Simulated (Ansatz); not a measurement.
# TiC: a relaxation

The task is a relaxation on TiC. The structure is shown as the input types it.

The COD entry's cell or inner coordinates are ideal or old and differ from later refinements, so a difference from it is no clean test against experiment.

Computed with Ansatz 0.2.0 (DFT, PBEsol, PAW with Ansatz's default frozen-core files, scalar-relativistic; relaxation of cell and atoms, unless a step's input says otherwise).

**1. The system as given**

Symmetry: Fm-3m, No. 225, cubic system. Conventional cell: a = 4.319 Å, b = 4.319 Å, c = 4.319 Å, α = 90.00°, β = 90.00°, γ = 90.00°. Around Ti (site symmetry m-3m) lie 6 C at 2.16 Å. Around C (site symmetry m-3m) lie 6 Ti at 2.16 Å.

Coordinates:

```xyz
2
Lattice="0.0000 2.1593 2.1593 2.1593 0.0000 2.1593 2.1593 2.1593 0.0000" Properties=species:S:1:pos:R:3 pbc="T T T"
Ti    0.0000    0.0000    0.0000
C     2.1593    2.1593    2.1593
```

**2. Input and run**

Contents of input.yaml:

```yaml
crystal:
  lattice:
    - [0.0, 2.1593, 2.1593]
    - [2.1593, 0.0, 2.1593]
    - [2.1593, 2.1593, 0.0]
  atoms:
    - { symbol: Ti, position: [0.0, 0.0, 0.0] }
    - { symbol: C, position: [0.5, 0.5, 0.5] }
kpoints:
  mp_grid: { grid: [14, 14, 14] }
scf:
  occupations: { method: fermi_dirac, width: 0.1 }
  max_iter: 3
hamiltonian:
  xc: pbesol
  pseudopotentials: { kind: paw }
relax:
  f_tol: 0.002
  max_steps: 80
  cell: {}
output:
  forces: true
  stress: true
```

On the command line:

```console
$ ansatz run input.yaml --threads 1 --pin off --max-ram 3072MiB --backend cpu --events-out ev --progress --plain --runs-dir out
```

**Question.** How will this run end, and is anything wrong with its input?

The SCF did not converge in 3 cycles. The density residual dr2 fell from 0.025 to 1.0e-4 eV (threshold 1.0e-7) and was still falling. Nothing that it prints is a result.

In the input, scf.max_iter is 3. The cap on SCF cycles is too low for this system: the loop was cut off before the input and output densities agreed.

The cure: delete scf.max_iter (the default then holds).
